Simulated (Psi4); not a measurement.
**One shape, several levels: triplet GaH2OF**

Wanted: a comparison of 3 runs (UB2PLYP/cc-pVDZ, UDSD-PBEP86/cc-pVDZ, UMP3/cc-pVDZ) of triplet GaH2OF. 

Program for the calculation: Psi4 1.11.

4 further runs of the same task are left out: 3 that didn't finish, 1 set aside as unsound or not needed.

### 1 The molecule

GaH2OF: 5 atoms, total charge 0, spin state triplet. SMILES of the parent species: `[OH][GaH][F]`. The coordinates come from a PBE0-D4/def2-TZVP relaxation. This is one conformer, not always the lowest. That shape belongs to the parent species and isn't relaxed for this state.

Bond lengths: O1–Ga2 1.771 Å, Ga2–F3 1.746 Å, O1–H4 0.959 Å, Ga2–H5 1.545 Å. Angles: O1–Ga2–F3 111.1°, O1–Ga2–H5 128.8°, F3–Ga2–H5 120.0°, Ga2–O1–H4 114.5°.

### 2 A single-point energy at UB2PLYP/cc-pVDZ (density fitting for correlation) (run 1)

The input, input.inp:

```
memory 2200 mb

molecule {
  0 3
  O
  Ga 1 R2
  F 2 R3 1 A3
  H 1 R4 2 A4 3 D4
  H 2 R5 3 A5 1 D5

  R2 = 1.771341
  R3 = 1.746178
  A3 = 111.14217
  R4 = 0.959425
  A4 = 114.45664
  D4 = -179.98694
  R5 = 1.54499
  A5 = 120.04423
  D5 = -179.99747
  symmetry c1
}

set {
  reference            uks
  puream               true
  e_convergence        1e-09
  d_convergence        1e-08
  scf_type             pk
  dft_radial_points    99
  dft_spherical_points 590
  num_frozen_docc      11
  maxiter              100
}

e, wfn = energy('b2plyp/cc-pVDZ', return_wfn=True)
```

Command:

```sh
$ psi4 input.inp input.out -n 1
```

input.out:

```text
[...]
  Running in c1 symmetry.
[...]
  Nuclear repulsion =  198.339106468421306
[...]
  Multiplicity = 3
[...]
  Nalpha       = 26
  Nbeta        = 24
[...]
    Number of basis functions: 65
[...]
   @UKS iter   1: -2099.55738306770309   -3.54917e+00   1.59643e-02 DIIS/ADIIS
[...]
   @UKS iter  19: -2100.21943607782305   -4.77485e-11   4.77801e-09 DIIS
[...]
   @S^2 Observed:                2.016144648E+00
[...]
  @UKS Final Energy: -2100.21943607782305
   => Energetics <=
    Nuclear Repulsion Energy =            198.3391064684213063
    One-Electron Energy =               -3322.7325118692629076
    Two-Electron Energy =                1069.3515816511503544
    DFT Exchange-Correlation Energy =     -45.1776123281319570
    Empirical Dispersion Energy =           0.0000000000000000
    VV10 Nonlocal Energy =                  0.0000000000000000
    Total Energy =                      -2100.2194360778230475
[...]
 Multipole Moments:
 ------------------------------------------------------------------------------------
     Multipole            Electronic (a.u.)      Nuclear  (a.u.)        Total (a.u.)
 ------------------------------------------------------------------------------------
 L = 1.  Multiply by 2.5417464519 to convert [e a0] to [Debye]
 Dipole X            :          0.0008951            0.0002558            0.0011509
 Dipole Y            :         -0.5491307            1.9566879            1.4075572
 Dipole Z            :          0.4739031           -2.6581286           -2.1842255
 Magnitude           :                                                    2.5984725
[...]
```

Run time: 41 s. Hardware: 1 thread of AMD EPYC 7R43 (Zen 3), shared host; peak memory 0.89 GiB.

### 3 The energy at UDSD-PBEP86/cc-pVDZ (density fitting for correlation) (run 2)

The input, job.dat:

```
memory 2200 mb

molecule molecule1 {
  0 3
  O     -1.130400    -0.588700    -0.283800
  Ga     0.383700     0.280500     0.015600
  F      0.438300     1.777800    -0.881200
  H     -1.210600    -1.420700     0.187200
  H      1.569000    -0.122600     0.920900
  symmetry c1
  no_reorient
  no_com
}

set basis cc-pVDZ
set reference uks
set puream true
set e_convergence 1e-09
set d_convergence 1e-08
set scf_type pk
set dft_radial_points 99
set dft_spherical_points 590
set num_frozen_docc 11
set maxiter 100

energy('dsd-pbep86')
print_variables()
```

Command:

```sh
$ psi4 -i job.dat -o job.out -n 1
```

job.out:

```text
[...]
  Running in c1 symmetry.
[...]
  Nuclear repulsion =  198.339104248547613
[...]
  Multiplicity = 3
[...]
  Nalpha       = 26
  Nbeta        = 24
[...]
    Number of basis functions: 65
[...]
   @UKS iter   1: -2098.85754062184105   -3.82640e+00   1.60981e-02 DIIS/ADIIS
[...]
   @UKS iter  19: -2099.51475989214168   -8.64020e-12   7.27339e-09 DIIS
[...]
   @S^2 Observed:                2.025146021E+00
[...]
  @UKS Final Energy: -2099.51475989214168
   => Energetics <=
    Nuclear Repulsion Energy =            198.3391042485476135
    One-Electron Energy =               -3322.9340556064598786
    Two-Electron Energy =                1051.9780779530133259
    DFT Exchange-Correlation Energy =     -26.8978864872430705
    Empirical Dispersion Energy =           0.0000000000000000
    VV10 Nonlocal Energy =                  0.0000000000000000
    Total Energy =                      -2099.5147598921416829
[...]
 Multipole Moments:
 ------------------------------------------------------------------------------------
     Multipole            Electronic (a.u.)      Nuclear  (a.u.)        Total (a.u.)
 ------------------------------------------------------------------------------------
 L = 1.  Multiply by 2.5417464519 to convert [e a0] to [Debye]
 Dipole X            :        -15.0006689           13.5202345           -1.4804344
 Dipole Y            :        -37.0144846           34.8518410           -2.1626436
 Dipole Z            :         16.7907920          -16.2695971            0.5211949
 Magnitude           :                                                    2.6721448
[...]
```

It took 37 s on 1 thread of AMD EPYC 7R43 (Zen 3), shared host; peak memory 0.89 GiB.

### 4 A single-point energy at UMP3/cc-pVDZ (run 3)

The input, fgah2o.xyz:

```xyz
5
FGaH2O
O     -1.130400    -0.588700    -0.283800
Ga     0.383700     0.280500     0.015600
F      0.438300     1.777800    -0.881200
H     -1.210600    -1.420700     0.187200
H      1.569000    -0.122600     0.920900
```

The input, job.py:

```python
import psi4

psi4.set_memory('2200 MB')
psi4.set_num_threads(1)
psi4.set_output_file('run.log', False)

with open('fgah2o.xyz') as f:
    atoms = ''.join(f.readlines()[2:])
geom = psi4.geometry('0 3\n' + atoms + 'symmetry c1\nno_reorient\nno_com')

psi4.set_options({
    'basis': 'cc-pVDZ',
    'reference': 'uhf',
    'puream': True,
    'e_convergence': 1e-09,
    'd_convergence': 1e-08,
    'scf_type': 'pk',
    'num_frozen_docc': 11,
    'maxiter': 100,
    'mp_type': 'conv',
})

e_tot = psi4.energy("mp3")
print('E =', round(e_tot, 9))
```

Command:

```sh
$ python job.py
```

run.log:

```text
[...]
  Running in c1 symmetry.
[...]
  Nuclear repulsion =  198.339104248547613
[...]
  Multiplicity = 3
[...]
  Nalpha       = 26
  Nbeta        = 24
[...]
    Number of basis functions: 65
[...]
   @UHF iter   1: -2097.88740364931482   -4.25540e+00   1.62435e-02 ADIIS/DIIS
[...]
   @UHF iter  28: -2098.53683173447689   -1.69621e-10   4.04550e-09 DIIS
[...]
   @S^2 Observed:                2.043415007E+00
[...]
  @UHF Final Energy: -2098.53683173447689
   => Energetics <=
    Nuclear Repulsion Energy =            198.3391042485476135
    One-Electron Energy =               -3323.1450047046964755
    Two-Electron Energy =                1026.2690687216718288
    Total Energy =                      -2098.5368317344768911
  UHF NO Occupations:
  HONO-2 :   24  A 1.9810823
  HONO-1 :   25  A 1.0000000
[...]
 Multipole Moments:
 ------------------------------------------------------------------------------------
     Multipole            Electronic (a.u.)      Nuclear  (a.u.)        Total (a.u.)
 ------------------------------------------------------------------------------------
 L = 1.  Multiply by 2.5417464519 to convert [e a0] to [Debye]
 Dipole X            :        -15.0356627           13.5202345           -1.5154281
 Dipole Y            :        -37.0755888           34.8518410           -2.2237479
 Dipole Z            :         16.8186143          -16.2695971            0.5490172
 Magnitude           :                                                    2.7464517
[...]
	SCS-MP2 Total Energy (a.u.)        : -2098.93917860948613
	SOS-MP2 Total Energy (a.u.)        : -2098.93359752172364
[...]
	SOS-PI-MP2 Total Energy (a.u.)     : -2098.96411796689654
[...]
	MP2 Total Energy (a.u.)            : -2098.95034078501021
[...]
	SCS-MP3 Total Energy (a.u.)        : -2098.94304902093654
[...]
	MP3 Total Energy (a.u.)            : -2098.96582243081139
[...]
```

The script printed:

```text
E = -2098.965822431
```

Wall time 23 s (1 thread of AMD EPYC 7R43 (Zen 3), shared host); peak memory 0.41 GiB.

### 5 Overview of the runs

| run | level | fitting correlation | integration grid | energy (Eh) | HOMO energy (eV) | ⟨S²⟩ | wall time |
| --- | --- | --- | --- | --- | --- | --- | --- |
| 1 | UB2PLYP/cc-pVDZ (density fitting for correlation) | density fitting | 99 radial × 590 angular | -2100.356569 | -3.67 | 2.016 | 41 s |
| 2 | UDSD-PBEP86/cc-pVDZ (density fitting for correlation) | density fitting | 99 radial × 590 angular | -2099.732863 | -4.36 | 2.025 | 37 s |
| 3 | UMP3/cc-pVDZ | none | – | -2098.965822 | -5.00 | 2.043 | 23 s |

### 6 What came out

| quantity | value |
| --- | --- |
| run 3: total energy | -2098.96582 Eh |
| run 3: HOMO energy (Hartree–Fock orbitals) (highest over α and β) | -5.00 eV |
| run 3: LUMO energy (Hartree–Fock orbitals) (lowest over α and β) | -1.81 eV |
| run 3: correlation energy (11 core orbitals frozen) | -429.0 mEh |
| run 3: ⟨S²⟩ of the reference determinant | 2.043 |

**Reading.** Totals of different functionals can't be ranked against each other. All runs together took 1.7 min, the longest 41 s.
